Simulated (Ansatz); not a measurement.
# C2H6B2: up Jacob's ladder to CCSD(T)

The task here is to estimate one member of a computed series from the others.

The runs use Ansatz 0.2.0, Gaussian basis; functionals in def2-TZVPP, the program's frozen cores in correlated methods.

Plan: LDA (SPW92), PBE-D4, revPBE-D4, BLYP-D4, r2SCAN-D4, B97M-V, PBE0-D4, B3LYP-D4, r2SCANh-D4, r2SCAN0-D4, HSE06-D4, BHLYP-D4, CAM-B3LYP-D4, LC-ωPBE, ωB97X-V, ωB97M-V, B2PLYP, PBE-QIDH; CCSD(T)/def2-SVP; CCSD(T)/def2-TZVPP; MP2/def2-QZVPP; extrapolation to the limit; RPA on PBE.

## Structure used throughout

All runs share one geometry, relaxed beforehand with PBE0-D4 in a triple-zeta def2 set.

10 atoms, charge 0, spin multiplicity 1.

Atoms are counted from 1 here; the program's logs count them from 0.

Bond lengths: B1–C2 1.548 Å, B1–H5 1.197 Å, B1–H6 1.200 Å, C2–B3 1.548 Å, C2–C4 1.353 Å, B3–H7 1.200 Å, B3–H8 1.197 Å, C4–H9 1.089 Å, C4–H10 1.089 Å. Angles: C2–B1–H5 121.4°, C2–B1–H6 119.5°, H5–B1–H6 119.0°, B1–C2–B3 124.8°, B1–C2–C4 117.6°, B3–C2–C4 117.6°, C2–B3–H7 119.5°, C2–B3–H8 121.4°, H7–B3–H8 119.0°, C2–C4–H9 121.9°, C2–C4–H10 121.9°, H9–C4–H10 116.2°.

As a file:

```tsv
atom	x (Å)	y (Å)	z (Å)
B1	-1.1547	0.5794	-0.8224
C2	0.0162	0.0056	0.0117
B3	0.5224	-1.4551	-0.0630
C4	0.6439	0.8429	0.8686
H5	-1.7547	-0.0988	-1.6046
H6	-1.4710	1.7290	-0.6851
H7	1.4396	-1.7994	0.6304
H8	0.0189	-2.2532	-0.7986
H9	1.4767	0.5138	1.4884
H10	0.3456	1.8846	0.9776
```

Set-up of the first run:

in.yaml reads:

```yaml
crystal:
  periodic: [false, false, false]
  atoms:
    - {symbol: B, position_ang: [-1.154679, 0.579363, -0.822370]}
    - {symbol: C, position_ang: [0.016177, 0.005638, 0.011718]}
    - {symbol: B, position_ang: [0.522434, -1.455146, -0.063000]}
    - {symbol: C, position_ang: [0.643906, 0.842911, 0.868581]}
    - {symbol: H, position_ang: [-1.754664, -0.098762, -1.604568]}
    - {symbol: H, position_ang: [-1.470996, 1.728963, -0.685092]}
    - {symbol: H, position_ang: [1.439619, -1.799401, 0.630355]}
    - {symbol: H, position_ang: [0.018896, -2.253230, -0.798650]}
    - {symbol: H, position_ang: [1.476722, 0.513816, 1.488431]}
    - {symbol: H, position_ang: [0.345587, 1.884650, 0.977594]}
basis:
  gaussian: {orbitals: def2-TZVPP}
hamiltonian: {xc: lda}
output: {orbitals: {seedname: orbitals}}
```

The run is started by

```bash
> ansatz run in.yaml --threads 2 --pin off --events-out ev --progress --plain --max-ram 4352MiB
```

Among the steps run: LDA; PBE-D4 (GGA); revPBE-D4 (GGA); BLYP-D4 (GGA); r2SCAN-D4 (meta-GGA); B97M-V (meta-GGA); PBE0-D4 (hybrid); B3LYP-D4 (hybrid); r2SCANh-D4 (hybrid); r2SCAN0-D4 (hybrid); HSE06-D4 (hybrid); BHLYP-D4 (hybrid); CAM-B3LYP-D4 (range-separated); LC-ωPBE (range-separated); ωB97X-V (range-separated); ωB97M-V (range-separated); B2PLYP (double hybrid); PBE-QIDH (double hybrid).

One of the session's tables, all rows but one given; the rest of the session is left out.

It belongs to the step «Frontier levels by functional». 

```
  functional  HOMO (eV)  LUMO (eV)  gap (eV)
 LDA (SPW92)      -7.33      -3.94      3.40
      PBE-D4      -7.27      -3.66      3.61
   revPBE-D4      -7.23      -3.55      3.68
     BLYP-D4      -7.20      -3.47      3.72
   r2SCAN-D4      -7.53      -3.39      4.14
      B97M-V      -7.66      -3.40      4.26
     PBE0-D4      -8.62      -2.61      6.01
    B3LYP-D4      -8.44      -2.81      5.63
  r2SCANh-D4      -8.03      -3.02      5.02
  r2SCAN0-D4      -8.79      -2.47      6.32
    HSE06-D4      -8.21      -3.00      5.22
    BHLYP-D4          ?          ?         ?
CAM-B3LYP-D4     -10.07      -1.45      8.61
     LC-ωPBE     -11.41      -0.29     11.11
     ωB97X-V     -11.06      -0.36     10.69
     ωB97M-V     -10.91      -0.54     10.38
```

Q: Estimate the row for BHLYP-D4 from the others.

Worked estimate for «HOMO (eV)». Against the share of exact exchange, BLYP-D4 (0, -7.20), B3LYP-D4 (0.2, -8.44) give a slope of -6.20 per unit share; at 0.5 the line stands at -10.30.

The run gave: HOMO (eV): -9.74; LUMO (eV): -1.47; gap (eV): 8.27. In «HOMO (eV)» the line misses by -0.56.
